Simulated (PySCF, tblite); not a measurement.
# C₄H₁₁AlO: dynamics, then NMR shifts on frames

Aim: move C₄H₁₁AlO (`[AlH3-][O+]1CCCC1`) away from its starting geometry and see how NMR shifts follow the geometry.

The runs use tblite 0.8.0 and PySCF 2.14.0, with density-fitted response routines of our own; the level of theory stands in each step. All values are computed, except where a source is named. Atoms count from 0, in the outputs and in this text.

### 1 Starting geometry

17 atoms, charge 0, multiplicity 1; geometry from: GFN2-xTB.

Bonds of the start (Å): Al0–O1 1.86, O1–C2 1.41, C2–C3 1.52, C3–C4 1.54, C4–C5 1.54, C5–O1 1.42, Al0–H6 1.58, Al0–H7 1.57, Al0–H8 1.58, C2–H9 1.10, C2–H10 1.09, C3–H11 1.09, C3–H12 1.09, C4–H13 1.09, C4–H14 1.09, C5–H15 1.10, C5–H16 1.09.

### 2 A short Langevin run with GFN2-xTB

What the job is given:

```
{"job": {"kind": "md", "xc": "GFN2-xTB", "basis": "xTB", "temperature": 300, "steps": 2000, "every": 50, "frames": 5}, "charge": 0, "multiplicity": 1}
Al     2.344580     0.255793    -0.246478
O      0.654054    -0.256186     0.347200
C     -0.140473     0.810079     0.828082
C     -1.313698     0.845334    -0.144708
C     -1.520013    -0.641039    -0.482277
C     -0.231492    -1.313852     0.022339
H      1.953337     1.381191    -1.289580
H      2.766181    -1.163182    -0.784397
H      2.892366     0.763407     1.143118
H     -0.466471     0.597072     1.853311
H      0.478027     1.709368     0.814572
H     -1.021306     1.398879    -1.036586
H     -2.199094     1.306555     0.286217
H     -1.652913    -0.786614    -1.551938
H     -2.390771    -1.047806     0.029899
H     -0.424163    -1.909963     0.922665
H      0.264850    -1.937006    -0.721349
```

Method: GFN2-xTB Langevin dynamics, gas phase.

On the command line:

```
$ OMP_NUM_THREADS=1 python probes_run.py task.json out
```

One launch serves the whole session: the jobs run in the order shown.

Output:

```text
t/fs     T/K      E/eV
    0.0   259.0   -526.65630
   25.0   163.9   -526.18711
   50.0   317.9   -526.20689
   75.0   331.7   -526.18385
  100.0   264.5   -526.19954
  125.0   262.5   -526.27296
  150.0   246.6   -526.24192
  175.0   246.3   -526.20680
  200.0   201.4   -526.16052
  225.0   260.5   -526.17204
  250.0   267.8   -526.14725
  275.0   309.9   -526.28759
  300.0   267.6   -526.12823
  325.0   265.8   -526.04436
  350.0   254.3   -526.08813
  375.0   295.4   -526.21639
  400.0   194.1   -526.02604
  425.0   276.5   -526.07295
  450.0   271.0   -526.01037
  475.0   267.2   -526.01065
  500.0   225.1   -525.99865
  525.0   374.0   -526.16069
  550.0   300.5   -525.92773
  575.0   269.8   -526.09764
  600.0   289.9   -526.10705
  625.0   267.4   -526.05633
  650.0   351.4   -526.16608
  675.0   347.5   -525.89723
  700.0   327.2   -526.09968
  725.0   318.4   -526.11270
  750.0   284.3   -526.11101
  775.0   257.5   -526.18684
  800.0   224.8   -526.12001
  825.0   272.7   -526.17958
  850.0   310.8   -526.15330
  875.0   381.2   -526.19958
  900.0   406.2   -526.16950
  925.0   353.6   -526.02549
  950.0   211.6   -525.74013
  975.0   393.8   -525.82459
 1000.0   369.7   -525.98880
```

It took 14 s on 1 thread of Intel Xeon Platinum 8375C at 2.90GHz, shared host; peak memory 0.19 GiB.

Distance from the start (root mean square after alignment): 0 fs 0.00 Å, 200 fs 0.62 Å, 400 fs 0.20 Å, 600 fs 0.52 Å, 800 fs 0.24 Å, 1000 fs 0.57 Å.

Positions (Å) and forces (eV/Å) at 1000 fs:

```xyz
17

Al    1.530    0.502    0.971   -0.732    0.401   -0.059
O    -0.505    0.790    1.401    1.344   -0.072   -0.451
C    -1.372    1.951    1.400   -0.037   -2.504    0.123
C    -2.218    1.709    0.143    0.816   -1.048    0.530
C    -2.504    0.162    0.325   -0.118    0.313   -1.599
C    -1.295   -0.326    1.119   -0.827   -0.494    0.370
H     1.267   -0.120   -0.443    0.025    0.146   -0.185
H     1.911   -0.589    1.988   -0.001   -0.084    0.349
H     2.031    2.021    1.163   -0.231   -0.345   -0.036
H    -1.951    1.755    2.291   -0.673    0.684    0.478
H    -0.655    2.707    1.541    0.284    1.518   -0.336
H    -1.516    1.824   -0.696   -0.586    0.087    0.006
H    -3.089    2.346    0.082   -0.081   -0.078   -0.117
H    -2.611   -0.378   -0.651    0.446    0.691    0.473
H    -3.425   -0.118    0.820   -0.246    0.597    0.445
H    -1.639   -0.802    2.033   -0.204    0.173    0.729
H    -0.763   -1.130    0.649    0.820    0.015   -0.721
```

### 3 NMR shieldings: 250 fs, PBE0/pcSseg-1

What the job is given:

```
{"job": {"kind": "nmr", "xc": "PBE0", "basis": "pcSseg-1", "pop": false}, "charge": 0, "multiplicity": 1}
Al     2.065500     0.015300    -0.422300
O      0.398400     0.258600     0.621000
C     -0.518700     1.296400     0.862100
C     -1.663200     0.978500    -0.158300
C     -1.666300    -0.532500    -0.112900
C     -0.292700    -0.939600     0.564500
H      1.383400    -0.213700    -1.784800
H      2.643300    -1.317100     0.274000
H      2.579400     1.382200    -0.108400
H     -0.753800     1.204900     1.977800
H     -0.002200     2.285900     0.804600
H     -1.221900     1.254600    -1.120800
H     -2.527400     1.510800     0.042900
H     -1.722500    -0.933800    -1.111800
H     -2.499500    -0.920400     0.473400
H     -0.401500    -1.346200     1.568600
H      0.218800    -1.601100    -0.051700
```

With the program's defaults for keys left out, this is: GIAO PBE0/pcSseg-1 NMR shielding, non-relativistic, gas phase.

Output:

```text
coarse grid: 13880 points
cycle   1  E = -476.1371766089  dE =  6.182e-01  |g| = 4.489e-01  |ddm| = 3.482e+00
cycle   2  E = -476.1248539174  dE =  1.232e-02  |g| = 5.499e-01  |ddm| = 6.918e-01
cycle   3  E = -476.1786122873  dE = -5.376e-02  |g| = 7.547e-02  |ddm| = 4.029e-01
cycle   4  E = -476.1795070606  dE = -8.948e-04  |g| = 2.500e-02  |ddm| = 6.238e-02
cycle   5  E = -476.1796442788  dE = -1.372e-04  |g| = 6.323e-03  |ddm| = 2.398e-02
cycle   6  E = -476.1796532520  dE = -8.973e-06  |g| = 5.471e-04  |ddm| = 5.547e-03
final grid: 127024 points
cycle   7  E = -476.2261949425  dE = -3.208e-05  |g| = 1.089e-02  |ddm| = 2.557e-02
cycle   8  E = -476.2261767631  dE =  1.818e-05  |g| = 1.490e-02  |ddm| = 1.509e-02
cycle   9  E = -476.2262178472  dE = -4.108e-05  |g| = 1.125e-03  |ddm| = 8.951e-03
cycle  10  E = -476.2262181152  dE = -2.680e-07  |g| = 2.112e-04  |ddm| = 1.110e-03
cycle  11  E = -476.2262181243  dE = -9.063e-09  |g| = 3.670e-05  |ddm| = 2.032e-04
cycle  12  E = -476.2262181245  dE = -2.415e-10  |g| = 1.266e-05  |ddm| = 4.202e-05
converged SCF energy = -476.2262181245

GIAO shielding tensors (ppm)
atom      isotropic    diamagn.    paramagn.     s11        s22        s33       span
  0 Al     398.343     796.063    -397.720    362.498    399.270    433.260     70.762
  1 O      299.156     402.398    -103.242    239.478    302.682    355.309    115.831
  2 C      106.360     246.045    -139.685     62.106    100.358    156.617     94.511
  3 C      161.079     251.760     -90.681    139.105    166.978    177.155     38.050
  4 C      161.206     249.888     -88.682    128.298    176.062    179.257     50.959
  5 C      116.745     247.207    -130.462     75.962    104.340    169.933     93.972
  6 H       27.829      31.396      -3.567     23.910     27.809     31.769      7.858
  7 H       27.033      29.677      -2.644     23.684     26.036     31.380      7.695
  8 H       28.209      31.405      -3.196     24.094     27.251     33.282      9.188
  9 H       27.072      28.862      -1.790     22.155     25.284     33.778     11.622
 10 H       26.465      29.059      -2.594     22.339     25.286     31.771      9.432
 11 H       29.609      31.108      -1.499     25.714     26.711     36.401     10.687
 12 H       31.047      30.734       0.313     26.381     28.066     38.695     12.314
 13 H       29.725      30.774      -1.049     25.408     26.992     36.774     11.366
 14 H       29.910      29.561       0.349     25.001     27.500     37.230     12.230
 15 H       28.071      30.764      -2.693     22.931     26.785     34.498     11.567
 16 H       27.977      32.899      -4.922     22.869     28.547     32.514      9.645
```

It took 21 s on 1 thread of Intel Xeon Platinum 8375C at 2.90GHz, shared host; peak memory 0.75 GiB.

Shifts follow as δ = σ(reference) − σ, with reference shieldings (ppm) from runs at the same level and on the same kind of geometry: 1H TMS 31.72, 13C TMS 186.9, 17O H2O 336.1, 27Al AlH4- 490.0. The references are single molecules in the gas phase, so shifts against H2O, NH3, PH3, H3PO4 or CFCl3 are not on the usual liquid scales and can be off by tens of ppm. Shifts against hydride references such as AlH4− lie on their own scale. Each atom is listed at this fixed geometry, with no averaging over motion; a spectrum would average atoms that exchange fast.

```tsv
atoms	environment	σ (ppm)	δ (ppm)
C2	sp3 CH2 bonded to O	106.4	80.6
C5	sp3 CH2 bonded to O	116.7	70.2
C3	sp3 CH2 in a ring	161.1	25.8
C4	sp3 CH2 in a ring	161.2	25.7
H10	hydrogen on an sp3 CH2 bonded to O	26.47	5.25
H7	hydrogen on an aluminium bonded to O	27.03	4.68
H9	hydrogen on an sp3 CH2 bonded to O	27.07	4.64
H6	hydrogen on an aluminium bonded to O	27.83	3.89
H16	hydrogen on an sp3 CH2 bonded to O	27.98	3.74
H15	hydrogen on an sp3 CH2 bonded to O	28.07	3.65
H8	hydrogen on an aluminium bonded to O	28.21	3.51
H11	hydrogen on an sp3 CH2 in a ring	29.61	2.11
H13	hydrogen on an sp3 CH2 in a ring	29.72	1.99
H14	hydrogen on an sp3 CH2 in a ring	29.91	1.81
H12	hydrogen on an sp3 CH2 in a ring	31.05	0.67
Al0	aluminium bonded to O, 3 H	398.3	91.6
O1	donor oxygen of a Lewis adduct	299.2	36.9
```

Ring of atoms O1, C2, C3, C4, C5: NICS(0) -8.0, NICS(1) -4.0, NICS(1)zz -6.7 ppm (means of both faces).

### 4 NMR shieldings: 425 fs, PBE0/pcSseg-1

What the job is given:

```
{"job": {"kind": "nmr", "xc": "PBE0", "basis": "pcSseg-1", "pop": false}, "charge": 0, "multiplicity": 1}
Al     1.984900     0.443800    -0.234900
O      0.407600     0.475600     0.751200
C     -0.455900     1.550600     0.614700
C     -1.773600     0.963200     0.142900
C     -1.774100    -0.590200     0.593600
C     -0.336600    -0.653200     1.218700
H      1.244000     0.983200    -1.627200
H      2.176200    -1.073600     0.105500
H      2.967800     1.477600     0.554400
H     -0.462300     2.122200     1.538000
H      0.037600     2.146300    -0.181600
H     -1.752200     0.876500    -0.974500
H     -2.588300     1.612100     0.377000
H     -1.891900    -1.250000    -0.289200
H     -2.474700    -0.839800     1.316400
H     -0.320200    -0.736100     2.328500
H      0.171400    -1.547300     0.884100
```

Method: GIAO PBE0/pcSseg-1 NMR shielding, non-relativistic, gas phase.

Output:

```text
coarse grid: 13880 points
cycle   1  E = -476.1416605351  dE =  5.283e-01  |g| = 4.326e-01  |ddm| = 3.479e+00
cycle   2  E = -476.1313726883  dE =  1.029e-02  |g| = 5.278e-01  |ddm| = 6.499e-01
cycle   3  E = -476.1793491966  dE = -4.798e-02  |g| = 7.834e-02  |ddm| = 3.661e-01
cycle   4  E = -476.1803616947  dE = -1.012e-03  |g| = 2.180e-02  |ddm| = 6.065e-02
cycle   5  E = -476.1804645375  dE = -1.028e-04  |g| = 6.470e-03  |ddm| = 2.149e-02
cycle   6  E = -476.1804742583  dE = -9.721e-06  |g| = 5.105e-04  |ddm| = 5.619e-03
final grid: 127024 points
cycle   7  E = -476.2264470229  dE = -3.006e-05  |g| = 1.080e-02  |ddm| = 2.610e-02
cycle   8  E = -476.2264281761  dE =  1.885e-05  |g| = 1.492e-02  |ddm| = 1.492e-02
cycle   9  E = -476.2264698711  dE = -4.169e-05  |g| = 1.118e-03  |ddm| = 8.726e-03
cycle  10  E = -476.2264701330  dE = -2.619e-07  |g| = 2.223e-04  |ddm| = 1.079e-03
cycle  11  E = -476.2264701430  dE = -9.961e-09  |g| = 3.777e-05  |ddm| = 2.026e-04
cycle  12  E = -476.2264701432  dE = -2.653e-10  |g| = 1.083e-05  |ddm| = 4.448e-05
converged SCF energy = -476.2264701432

GIAO shielding tensors (ppm)
atom      isotropic    diamagn.    paramagn.     s11        s22        s33       span
  0 Al     409.223     795.564    -386.340    381.666    407.649    438.354     56.689
  1 O      282.856     402.989    -120.133    195.505    297.573    355.491    159.985
  2 C      117.432     246.268    -128.836     80.724    104.586    166.987     86.263
  3 C      156.597     250.936     -94.339    114.679    174.057    181.054     66.375
  4 C      155.984     250.048     -94.064    129.448    164.921    173.582     44.134
  5 C      109.642     244.913    -135.272     58.047     98.793    172.086    114.039
  6 H       26.863      30.195      -3.332     23.250     26.497     30.842      7.591
  7 H       27.523      31.160      -3.637     23.471     27.339     31.758      8.286
  8 H       26.752      29.284      -2.532     23.647     25.202     31.408      7.762
  9 H       28.135      29.703      -1.568     23.013     26.805     34.586     11.573
 10 H       26.492      30.218      -3.725     21.864     26.420     31.193      9.329
 11 H       28.441      30.612      -2.172     23.678     26.523     35.121     11.443
 12 H       30.162      29.279       0.884     25.236     27.470     37.781     12.545
 13 H       28.987      30.452      -1.465     24.843     26.203     35.916     11.073
 14 H       30.694      30.605       0.089     26.531     27.880     37.673     11.141
 15 H       27.436      29.075      -1.639     22.143     26.236     33.928     11.785
 16 H       26.780      31.180      -4.400     21.872     27.020     31.449      9.577
```

It took 20 s on 1 thread of Intel Xeon Platinum 8375C at 2.90GHz, shared host; peak memory 0.82 GiB.

In short: δ C5 77.3, C2 69.5, C4 30.9, C3 30.3, H10 5.22, H8 4.96 ppm.

(Part 1 of 2 ends here.)
